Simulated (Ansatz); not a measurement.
# CH6Cl2GeSi: small, medium and large basis sets

Aim: see how fast density functionals converge with the basis set for CH6Cl2GeSi.

Program: Ansatz 0.2.0, Gaussian basis. Level of theory: one geometry, several basis sets. These are calculated values, not measurements.

Plan: PBE0-D4/def2-SVP; ωB97M-V/def2-SVP; PBE0-D4/def2-QZVPP; ωB97M-V/def2-QZVPP; the functionals' def2-TZVPP values are taken from earlier runs.

### 1 Structure used throughout

An earlier PBE0-D4 in a triple-zeta def2 set relaxation fixed the geometry.

SMILES `C[Si](Cl)(Cl)[GeH3]`, 11 atoms, charge 0, spin multiplicity 1.

Atoms are counted from 1 here; the program's logs count them from 0.

Bond lengths: C1–Si2 1.854 Å, C1–H6 1.092 Å, C1–H7 1.092 Å, C1–H8 1.092 Å, Si2–Cl3 2.060 Å, Si2–Cl4 2.060 Å, Si2–Ge5 2.377 Å, Ge5–H9 1.537 Å, Ge5–H10 1.534 Å, Ge5–H11 1.537 Å. Angles: Si2–C1–H6 110.2°, Si2–C1–H7 110.1°, Si2–C1–H8 110.2°, H6–C1–H7 108.7°, H6–C1–H8 108.9°, H7–C1–H8 108.7°, C1–Si2–Cl3 108.6°, C1–Si2–Cl4 108.6°, C1–Si2–Ge5 115.2°, Cl3–Si2–Cl4 107.9°, Cl3–Si2–Ge5 108.2°, Cl4–Si2–Ge5 108.2°, Si2–Ge5–H9 109.8°, Si2–Ge5–H10 109.7°, Si2–Ge5–H11 109.8°, H9–Ge5–H10 109.3°, H9–Ge5–H11 108.8°, H10–Ge5–H11 109.3°.

### 2 PBE0-D4 in def2-SVP

in.yaml reads:

```yaml
crystal:
  periodic: [false, false, false]
  atoms:
    - {symbol: C, position_ang: [-0.853706, -1.250361, 0.936519]}
    - {symbol: Si, position_ang: [0.515274, -0.559910, -0.105413]}
    - {symbol: Cl, position_ang: [2.284629, -0.740006, 0.933490]}
    - {symbol: Cl, position_ang: [0.668801, -1.690726, -1.820065]}
    - {symbol: Ge, position_ang: [0.255935, 1.716052, -0.739245]}
    - {symbol: H, position_ang: [-0.942035, -0.683832, 1.866389]}
    - {symbol: H, position_ang: [-0.649722, -2.295233, 1.180383]}
    - {symbol: H, position_ang: [-1.802215, -1.194677, 0.397394]}
    - {symbol: H, position_ang: [0.179920, 2.601510, 0.515366]}
    - {symbol: H, position_ang: [1.449768, 2.153233, -1.597837]}
    - {symbol: H, position_ang: [-1.041448, 1.886848, -1.546381]}
basis:
  gaussian: {orbitals: def2-SVP}
hamiltonian: {xc: pbe0, dispersion: d4}
output: {orbitals: {seedname: orbitals}}
```

Run with:

```
$ ansatz run in.yaml --threads 4 --pin off --events-out ev --progress --plain --max-ram 11315MiB
```

Further steps of the session: ωB97M-V in def2-SVP; PBE0-D4 in def2-QZVPP; ωB97M-V in def2-QZVPP.

Q: Predict the results of all the runs planned. Wanted: PBE0-D4: double and triple zeta above quadruple; ωB97M-V: double and triple zeta above quadruple.

The runs gave:

| quantity | value |
| --- | --- |
| PBE0-D4: double and triple zeta above quadruple | 22.15, 2.29 eV |
| ωB97M-V: double and triple zeta above quadruple | 22.06, 2.21 eV |

In words: For PBE0-D4 the step from double to triple zeta gains 19.86 eV and the next only 2.29 eV. These are total energies; as a rule much of such shifts cancels in differences, which this series doesn't test. The LUMO of ωB97M-V is positive and keeps falling with the basis (2.10 to 1.44 eV): an unbound level that the basis holds in place.
